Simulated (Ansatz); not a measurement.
**LaP: strong compression**

The task here is to estimate one member of a computed series from the others.

Program: Ansatz 0.2.0. Level of theory: DFT, LDA, PAW with Ansatz's default frozen-core files, scalar-relativistic. These are calculated values, not measurements.

1 further run of the same task is left out (it didn't finish).

## Starting point

The structure is cubic, space group Fm-3m (No. 225). Conventional cell: a = 6.067 Å, b = 6.067 Å, c = 6.067 Å, α = 90.00°, β = 90.00°, γ = 90.00°. La (site symmetry m-3m) has 6 P at 3.03 Å as nearest neighbours. P (site symmetry m-3m) is surrounded by 6 La at 3.03 Å.

Coordinates:

```cif
data_structure
_symmetry_space_group_name_H-M 'Fm-3m'
_symmetry_Int_Tables_number 225
_cell_length_a 6.0665
_cell_length_b 6.0665
_cell_length_c 6.0665
_cell_angle_alpha 90.000
_cell_angle_beta 90.000
_cell_angle_gamma 90.000
_cell_volume 223.26
loop_
_atom_site_label
_atom_site_type_symbol
_atom_site_symmetry_multiplicity
_atom_site_Wyckoff_symbol
_atom_site_fract_x
_atom_site_fract_y
_atom_site_fract_z
_atom_site_occupancy
La1 La 4 a 0.00000 0.00000 0.00000 1
P1 P 4 b 0.50000 0.00000 0.00000 1
```

The file gives the conventional cell by its symmetry; the runs use the cell typed in the input.

Whether this phase is the stable one at these pressures isn't tested.

Atoms are numbered in the order of the input: La1, P2.

Set-up of the first run:

input.yaml

```yaml
crystal:
  lattice:
    - [0.0, 3.0332503348, 3.0332503348]
    - [3.0332503348, 0.0, 3.0332503348]
    - [3.0332503348, 3.0332503348, 0.0]
  atoms:
    - { symbol: La, position: [0.0, 0.0, 0.0] }
    - { symbol: P, position: [0.5, 0.5, 0.5] }
kpoints:
  mp_grid: { grid: [10, 10, 10] }
scf:
  occupations: { method: fermi_dirac, width: 0.05 }
hamiltonian:
  xc: lda
  pseudopotentials: { kind: paw }
output:
  forces: true
  stress: true
  write_density: true
  write_potential: true
  elf: true
  volumetric_format: npy
relax:
  f_tol: 0.01
  max_steps: 30
```

On the command line:

```sh
> ansatz run input.yaml --threads 1 --pin off --max-ram 2048MiB --backend cpu --events-out ev --progress --plain --runs-dir out
```

Among the steps run: Atoms relaxed at the given volume, PAW; Volume scaled by 1, PAW; Atoms relaxed at 0.85 of the volume, PAW; Volume scaled by 0.85, PAW; Atoms relaxed at 0.55 of the volume, PAW; Volume scaled by 0.55, PAW; Atoms relaxed at 0.4 of the volume, PAW; Volume scaled by 0.4, PAW.

One table of the session follows, with a row left open; its other results are not shown here.

| method | volume over the first | volume (Å³/atom) | pressure (GPa) |
| --- | --- | --- | --- |
| PAW | 1 | 27.908 | -4.59 |
| PAW | 0.85 | ? | ? |
| PAW | 0.55 | 15.349 | 103.06 |
| PAW | 0.4 | 11.163 | 245.98 |

Estimate the missing values for PAW, 0.85.

The run gave: volume (Å³/atom): 23.722; pressure (GPa): 9.73. In the column «volume (Å³/atom)» it lies between PAW, 0.55 (15.349) and PAW, 1 (27.908).

To keep in mind: Warnings in the runs' records: stress scf threshold loose.
